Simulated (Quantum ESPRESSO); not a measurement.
# AgRh (P-6m2) in Quantum ESPRESSO: further runs

The runs below take AgRh through Wannier functions, with PBE.

Program: Quantum ESPRESSO 7.5. These are calculated values, not measurements. Logs are shortened: lines on timing, memory, paths and dates and some standing lists are left out, and cuts for length are marked.

## Step 1: Starting point

The structure is hexagonal, space group P-6m2 (No. 187). Conventional cell: a = 2.778 Å, b = 2.778 Å, c = 4.809 Å, α = 90.00°, β = 90.00°, γ = 120.00°. Around Ag (site symmetry -6m2) lie 6 Ag at 2.78 Å and 6 Rh at 2.89 Å. Around Rh (site symmetry -6m2) lie 6 Rh at 2.78 Å and 6 Ag at 2.89 Å.

The cell comes from a database or a generator and needn't be the stable form of this composition.

## Step 2: Wannier functions, PBE

pw.in reads:

```
&CONTROL
  calculation = 'scf'
  prefix = 'pwscf'
  outdir = './tmp'
  pseudo_dir = './pseudo'
  tprnfor = .true.
  tstress = .true.
  disk_io = 'low'
/
&SYSTEM
  ibrav = 0
  celldm(1) = 8
  nat = 2
  ntyp = 2
  ecutwfc = 88
  nbnd = 26
  occupations = 'smearing'
  smearing = 'fd'
  degauss = 0.00367493
/
&ELECTRONS
  conv_thr = 4d-10
  electron_maxstep = 120
  mixing_beta = 0.5
/
ATOMIC_SPECIES
Ag   107.8682 Ag.upf
Rh   102.9055 Rh.upf
CELL_PARAMETERS alat
  0.6561101230768   0.0000000000000   0.0000000000000
 -0.3280550615384   0.5682080342697   0.0000000000000
  0.0000000000000   0.0000000000000   1.1358676027910
ATOMIC_POSITIONS crystal
Ag     0.0000000000    0.0000000000    0.5000000000
Rh     0.6666666667    0.3333333333    0.0000000000
K_POINTS automatic
9 9 5 0 0 0
```

nscf.in reads:

```
&CONTROL
  calculation = 'nscf'
  prefix = 'pwscf'
  outdir = './tmp'
  pseudo_dir = './pseudo'
  disk_io = 'low'
/
&SYSTEM
  ibrav = 0
  celldm(1) = 8
  nat = 2
  ntyp = 2
  ecutwfc = 88
  nbnd = 37
  occupations = 'smearing'
  smearing = 'fd'
  degauss = 0.00367493
  nosym = .true.
  noinv = .true.
/
&ELECTRONS
  conv_thr = 1d-09
  electron_maxstep = 120
  mixing_beta = 0.5
  diago_full_acc = .true.
  startingwfc = 'random'
/
ATOMIC_SPECIES
Ag   107.8682 Ag.upf
Rh   102.9055 Rh.upf
CELL_PARAMETERS alat
  0.6561101230768   0.0000000000000   0.0000000000000
 -0.3280550615384   0.5682080342697   0.0000000000000
  0.0000000000000   0.0000000000000   1.1358676027910
ATOMIC_POSITIONS crystal
Ag     0.0000000000    0.0000000000    0.5000000000
Rh     0.6666666667    0.3333333333    0.0000000000
K_POINTS crystal
196
  0.00000000   0.00000000   0.00000000 5.10204082e-03
  0.00000000   0.00000000   0.25000000 5.10204082e-03
  0.00000000   0.00000000   0.50000000 5.10204082e-03
  0.00000000   0.00000000   0.75000000 5.10204082e-03
  0.00000000   0.14285714   0.00000000 5.10204082e-03
  0.00000000   0.14285714   0.25000000 5.10204082e-03
[... 188 lines left out ...]
  0.85714286   0.85714286   0.50000000 5.10204082e-03
  0.85714286   0.85714286   0.75000000 5.10204082e-03
```

pw2wan.in reads:

```
&INPUTPP
  prefix = 'pwscf'
  outdir = './tmp'
  seedname = 'w'
  write_mmn = .true.
  write_amn = .true.
/
```

bands.in reads:

```
&CONTROL
  calculation = 'bands'
  prefix = 'pwscf'
  outdir = './tmp'
  pseudo_dir = './pseudo'
  disk_io = 'low'
/
&SYSTEM
  ibrav = 0
  celldm(1) = 8
  nat = 2
  ntyp = 2
  ecutwfc = 88
  nbnd = 37
  occupations = 'smearing'
  smearing = 'fd'
  degauss = 0.00367493
/
&ELECTRONS
  conv_thr = 1d-08
  electron_maxstep = 120
  mixing_beta = 0.5
  diago_full_acc = .true.
  startingwfc = 'random'
/
ATOMIC_SPECIES
Ag   107.8682 Ag.upf
Rh   102.9055 Rh.upf
CELL_PARAMETERS alat
  0.6561101230768   0.0000000000000   0.0000000000000
 -0.3280550615384   0.5682080342697   0.0000000000000
  0.0000000000000   0.0000000000000   1.1358676027910
ATOMIC_POSITIONS crystal
Ag     0.0000000000    0.0000000000    0.5000000000
Rh     0.6666666667    0.3333333333    0.0000000000
K_POINTS crystal
66
  0.00000000   0.00000000   0.00000000 1
  0.05555600   0.00000000   0.00000000 1
  0.11111100   0.00000000   0.00000000 1
  0.16666700   0.00000000   0.00000000 1
  0.22222200   0.00000000   0.00000000 1
  0.27777800   0.00000000   0.00000000 1
[... 58 lines left out ...]
  0.33333300   0.33333300   0.40000000 1
  0.33333300   0.33333300   0.50000000 1
```

w.win reads:

```
num_wann = 18
num_bands = 29
guiding_centres = true
dis_froz_max = 21.26
dis_num_iter = 600
dis_mix_ratio = 0.5
dis_conv_tol = 1.0d-9
num_iter = 1200
search_shells = 100
kmesh_tol = 1.0d-4
conv_tol = 1.0d-8
conv_window = 4
num_print_cycles = 200
fermi_energy = 18.265
bands_plot = true
write_hr = true
mp_grid = 7 7 4
exclude_bands = 1-8
begin projections
Ag: s;p;d
Rh: s;p;d
end projections
begin unit_cell_cart
ang
  2.7775881998   0.0000000000   0.0000000000
 -1.3887940999   2.4054619423   0.0000000000
  0.0000000000   0.0000000000   4.8086020000
end unit_cell_cart
begin atoms_frac
Ag   0.0000000000   0.0000000000   0.5000000000
Rh   0.6666666667   0.3333333333   0.0000000000
end atoms_frac
begin kpoint_path
G   0.0000000000   0.0000000000   0.0000000000  M   0.5000000000   0.0000000000   0.0000000000
M   0.5000000000   0.0000000000   0.0000000000  K   0.3333333333   0.3333333333   0.0000000000
K   0.3333333333   0.3333333333   0.0000000000  G   0.0000000000   0.0000000000   0.0000000000
G   0.0000000000   0.0000000000   0.0000000000  A   0.0000000000   0.0000000000   0.5000000000
A   0.0000000000   0.0000000000   0.5000000000  L   0.5000000000   0.0000000000   0.5000000000
L   0.5000000000   0.0000000000   0.5000000000  H   0.3333333333   0.3333333333   0.5000000000
H   0.3333333333   0.3333333333   0.5000000000  A   0.0000000000   0.0000000000   0.5000000000
L   0.5000000000   0.0000000000   0.5000000000  M   0.5000000000   0.0000000000   0.0000000000
K   0.3333333333   0.3333333333   0.0000000000  H   0.3333333333   0.3333333333   0.5000000000
end kpoint_path
bands_num_points = 9
begin kpoints
  0.00000000   0.00000000   0.00000000
  0.00000000   0.00000000   0.25000000
  0.00000000   0.00000000   0.50000000
  0.00000000   0.00000000   0.75000000
  0.00000000   0.14285714   0.00000000
  0.00000000   0.14285714   0.25000000
[... 188 lines left out ...]
  0.85714286   0.85714286   0.50000000
  0.85714286   0.85714286   0.75000000
end kpoints
```

Potentials or basis: PseudoDojo 0.4.1 SR PBE standard.

The run is started by

```
OMP_NUM_THREADS=1 pw.x -in pw.in > pw.out
OMP_NUM_THREADS=1 pw.x -in nscf.in > nscf.out
wannier90.x -pp w
OMP_NUM_THREADS=1 pw2wannier90.x -in pw2wan.in > pw2wan.out
wannier90.x w
OMP_NUM_THREADS=1 pw.x -in bands.in > bands.out
```

pw.out:

```text
This program is part of the open-source Quantum ESPRESSO suite
     for quantum simulation of materials; please cite
[... 9 lines left out ...]
     --------------------
     sticks:   dense  smooth     PW     G-vecs:    dense   smooth      PW
     Sum         673     673    199                24295    24295    3887

     Using Slab Decomposition

     bravais-lattice index     =            0
     lattice parameter (alat)  =       8.0000  a.u.
     unit-cell volume          =     216.8112 (a.u.)^3
     number of atoms/cell      =            2
     number of atomic types    =            2
     number of electrons       =        36.00
     number of Kohn-Sham states=           26
     kinetic-energy cutoff     =      88.0000  Ry
     charge density cutoff     =     352.0000  Ry
     scf convergence threshold =      4.0E-10
     mixing beta               =       0.5000
     number of iterations used =            8  plain     mixing
     Exchange-correlation= PBE
                           (   1   4   3   4   0   0   0)

     celldm(1)=   8.000000  celldm(2)=   0.000000  celldm(3)=   0.000000
     celldm(4)=   0.000000  celldm(5)=   0.000000  celldm(6)=   0.000000

     crystal axes: (cart. coord. in units of alat)
               a(1) = (   0.656110   0.000000   0.000000 )
               a(2) = (  -0.328055   0.568208   0.000000 )
               a(3) = (   0.000000   0.000000   1.135868 )

     reciprocal axes: (cart. coord. in units 2 pi/alat)
               b(1) = (  1.524134  0.879959 -0.000000 )
               b(2) = (  0.000000  1.759919  0.000000 )
               b(3) = (  0.000000 -0.000000  0.880384 )

     PseudoPot. # 1 for Ag read from file:
     Ag.upf
     Pseudo is Norm-conserving + core correction, Zval = 19.0
     Generated using ONCVPSP code by D. R. Hamann
     Using radial grid of 1538 points,  6 beta functions with:
                l(1) =   0
                l(2) =   0
                l(3) =   1
                l(4) =   1
                l(5) =   2
                l(6) =   2

     PseudoPot. # 2 for Rh read from file:
     Rh.upf
     Pseudo is Norm-conserving + core correction, Zval = 17.0
     Generated using ONCVPSP code by D. R. Hamann
     Using radial grid of 1568 points,  6 beta functions with:
                l(1) =   0
                l(2) =   0
                l(3) =   1
                l(4) =   1
                l(5) =   2
                l(6) =   2

     atomic species   valence    mass     pseudopotential
     Ag               19.00   107.86820     Ag( 1.00)
     Rh               17.00   102.90550     Rh( 1.00)

     12 Sym. Ops. (no inversion) found

   Cartesian axes

     site n.     atom                  positions (alat units)
         1        Ag     tau(   1) = (   0.0000000   0.0000000   0.5679338  )
         2        Rh     tau(   2) = (   0.3280551   0.1894027   0.0000000  )

     number of k points=    36  Fermi-Dirac smearing, width (Ry)=  0.0037
                       cart. coord. in units 2pi/alat
        k(    1) = (   0.0000000   0.0000000   0.0000000), wk =   0.0049383
        k(    2) = (   0.0000000   0.0000000   0.1760769), wk =   0.0098765
        k(    3) = (   0.0000000   0.0000000   0.3521537), wk =   0.0098765
        k(    4) = (   0.0000000   0.1955465   0.0000000), wk =   0.0296296
        k(    5) = (   0.0000000   0.1955465   0.1760769), wk =   0.0592593
        k(    6) = (   0.0000000   0.1955465   0.3521537), wk =   0.0592593
[... 28 lines left out ...]
        k(   35) = (   0.5080448   0.8799594   0.1760769), wk =   0.0197531
        k(   36) = (   0.5080448   0.8799594   0.3521537), wk =   0.0197531

     Dense  grid:    24295 G-vectors     FFT dimensions: (  32,  32,  60)

     Initial potential from superposition of free atoms

     starting charge      35.9989, renormalised to      36.0000
     Starting wfcs are   20 randomized atomic wfcs +    6 random wfcs

     Self-consistent Calculation

     iteration #  1     ecut=    88.00 Ry     beta= 0.50
     Davidson diagonalization with overlap
     ethr =  1.00E-02,  avg # of iterations =  4.2

     Threshold (ethr) on eigenvalues was too large:
     Diagonalizing with lowered threshold

     Davidson diagonalization with overlap
     ethr =  5.38E-04,  avg # of iterations =  1.1

     total energy              =    -544.50956390 Ry
     estimated scf accuracy    <       0.19564250 Ry

     iteration #  2     ecut=    88.00 Ry     beta= 0.50
     Davidson diagonalization with overlap
     ethr =  5.43E-04,  avg # of iterations =  2.2

     total energy              =    -544.54525826 Ry
     estimated scf accuracy    <       0.13033068 Ry

     iteration #  3     ecut=    88.00 Ry     beta= 0.50
     Davidson diagonalization with overlap
     ethr =  3.62E-04,  avg # of iterations =  1.8

     total energy              =    -544.56761628 Ry
     estimated scf accuracy    <       0.04923892 Ry
[... 40 lines left out ...]
     total energy              =    -544.57663967 Ry
     estimated scf accuracy    <       0.00000003 Ry

     iteration # 10     ecut=    88.00 Ry     beta= 0.50
     Davidson diagonalization with overlap
     ethr =  7.29E-11,  avg # of iterations =  2.0

     total energy              =    -544.57663968 Ry
     estimated scf accuracy    <          1.9E-09 Ry

     iteration # 11     ecut=    88.00 Ry     beta= 0.50
     Davidson diagonalization with overlap
     ethr =  5.24E-12,  avg # of iterations =  2.0

     End of self-consistent calculation

          k = 0.0000 0.0000 0.0000 (  3045 PWs)   bands (ev):

   -73.3037 -59.7194 -36.7616 -36.6861 -36.6861 -27.5031 -27.5031 -27.3582
    11.0667  12.5142  14.0140  14.0140  14.9986  15.1868  15.1868  16.3461
    16.3461  18.3562  18.3562  18.4138  23.5706  34.9674  35.5845  37.1864
    39.5653  39.5653

          k = 0.0000 0.0000 0.1761 (  3015 PWs)   bands (ev):

   -73.3037 -59.7194 -36.7612 -36.6861 -36.6861 -27.5031 -27.5031 -27.3593
    11.3397  12.5832  14.0013  14.0013  14.8743  15.1540  15.1540  16.4149
    16.4149  17.2615  18.3459  18.3459  25.2780  34.1099  35.6170  36.7517
    39.2794  39.2794

          k = 0.0000 0.0000 0.3522 (  3009 PWs)   bands (ev):

   -73.3037 -59.7194 -36.7606 -36.6861 -36.6861 -27.5031 -27.5031 -27.3609
    11.8909  12.8524  13.9825  13.9825  14.3751  15.1013  15.1013  15.9528
    16.5292  16.5292  18.3236  18.3236  28.4817  31.9583  35.1715  35.9359
    39.1856  39.1856
[... 220 lines left out ...]
   -73.2807 -59.6637 -36.8244 -36.8238 -36.7335 -27.7838 -27.7827 -27.2984
    13.4002  13.5620  13.9315  13.9412  14.0258  16.0034  16.2749  16.9410
    16.9980  17.9010  23.8431  23.9515  23.9621  28.3635  28.4590  28.5626
    33.2444  33.2945

          k = 0.5080 0.8800 0.3522 (  3039 PWs)   bands (ev):

   -73.2807 -59.6637 -36.8245 -36.8238 -36.7336 -27.7834 -27.7829 -27.2980
    13.4371  13.6500  13.9045  13.9373  13.9803  15.9841  16.2588  16.5153
    17.0563  18.2098  23.7659  24.8090  25.0963  26.6196  27.0547  27.1651
    35.4889  35.9260

     the Fermi energy is    18.2650 ev

!    total energy              =    -544.57663968 Ry
     estimated scf accuracy    <          1.7E-10 Ry
     smearing contrib. (-TS)   =      -0.00212692 Ry
     internal energy E=F+TS    =    -544.57451276 Ry

     The total energy is F=E-TS. E is the sum of the following terms:
     one-electron contribution =    -179.90845253 Ry
     hartree contribution      =     112.17387642 Ry
     xc contribution           =     -84.11939741 Ry
     ewald contribution        =    -392.72053923 Ry

     convergence has been achieved in  11 iterations

     Forces acting on atoms (cartesian axes, Ry/au):

     atom    1 type  1   force =     0.00000000    0.00000000    0.00000000
     atom    2 type  2   force =     0.00000000    0.00000000    0.00000000

     Total force =     0.000000     Total SCF correction =     0.000000

     Computing stress (Cartesian axis) and pressure

          total   stress  (Ry/bohr**3)                   (kbar)     P=      -21.09
  -0.00014676  -0.00000000   0.00000000          -21.59       -0.00        0.00
  -0.00000000  -0.00014676  -0.00000000           -0.00      -21.59       -0.00
   0.00000000  -0.00000000  -0.00013650            0.00       -0.00      -20.08

=------------------------------------------------------------------------------=
   JOB DONE.
=------------------------------------------------------------------------------=
```

Wall time 7.1 min (1 thread of Intel Xeon Platinum 8488C (Sapphire Rapids), shared host); peak memory 0.36 GiB.

Results:

| Property | Result |
| --- | --- |
| Free energy | -7409.3426 eV |
| Pressure | -2.1 GPa |
| Band gap on the k mesh | none (metal or under the smearing width) |
| Total Wannier spread | 27.72 Å² over 18 functions |
| RMS miss of the Wannier bands | 0.024 eV |

Levels at the corners of the path, in eV from the Fermi level:
| point | band 15 | band 16 | band 17 | band 18 | band 19 | band 20 | band 21 | band 22 |
| --- | --- | --- | --- | --- | --- | --- | --- | --- |
| Γ | -3.08 | -1.92 | -1.92 | 0.09 | 0.09 | 0.15 | 5.31 | 16.70 |
| M | -2.18 | -1.61 | -0.13 | 0.98 | 1.81 | 3.96 | 8.37 | 8.66 |
| K | -1.97 | -1.41 | -0.97 | -0.55 | 5.19 | 5.38 | 5.61 | 11.34 |
| Γ | -3.08 | -1.92 | -1.92 | 0.09 | 0.09 | 0.15 | 5.31 | 16.70 |
| A | -3.17 | -2.48 | -1.72 | -1.72 | 0.05 | 0.05 | 11.52 | 12.50 |
| L | -1.75 | -0.62 | -0.19 | 0.98 | 1.71 | 2.40 | 6.47 | 7.84 |
| H | -2.00 | -1.84 | -1.19 | 0.00 | 5.48 | 6.88 | 7.20 | 7.89 |
| A | -3.17 | -2.48 | -1.72 | -1.72 | 0.05 | 0.05 | 11.52 | 12.50 |
| L | -1.75 | -0.62 | -0.19 | 0.98 | 1.71 | 2.40 | 6.47 | 7.84 |
| M | -2.18 | -1.61 | -0.13 | 0.98 | 1.81 | 3.96 | 8.37 | 8.66 |
| K | -1.97 | -1.41 | -0.97 | -0.55 | 5.19 | 5.38 | 5.61 | 11.34 |
| H | -2.00 | -1.84 | -1.19 | 0.00 | 5.48 | 6.88 | 7.20 | 7.89 |

Wannier functions:
```
function  nearest atom  distance (Å)  spread (Å²)  on-site energy from the reference level (eV)
       1          1 Ag          0.14         1.93                                          3.61
       2          1 Ag          0.05         2.29                                         11.92
       3          1 Ag          0.22         2.99                                         12.48
       4          1 Ag          0.36         2.95                                         12.46
       5          1 Ag          0.00         0.62                                         -3.39
       6          1 Ag          0.00         0.63                                         -3.49
       7          1 Ag          0.00         0.63                                         -3.49
       8          1 Ag          0.01         0.57                                         -3.29
       9          1 Ag          0.01         0.58                                         -3.29
      10          2 Rh          0.19         2.07                                          4.85
      11          2 Rh          0.07         2.44                                         12.29
      12          2 Rh          0.28         3.20                                         13.39
      13          2 Rh          0.50         3.17                                         13.40
      14          2 Rh          0.01         0.76                                         -0.58
      15          2 Rh          0.00         0.78                                         -0.82
      16          2 Rh          0.00         0.78                                         -0.82
      17          2 Rh          0.01         0.66                                         -0.49
      18          2 Rh          0.01         0.66                                         -0.50
```

Parts of the spread (Å²): invariant 15.28, diagonal 0.512, off-diagonal 11.93, total 27.72. Against the direct bands the interpolation misses by 24 meV (root mean square) and 178 meV at most, for states up to 1 eV over the reference level.

Caveat: the Wannier minimisation didn't converge.

(Continued in part 2 of 2.)
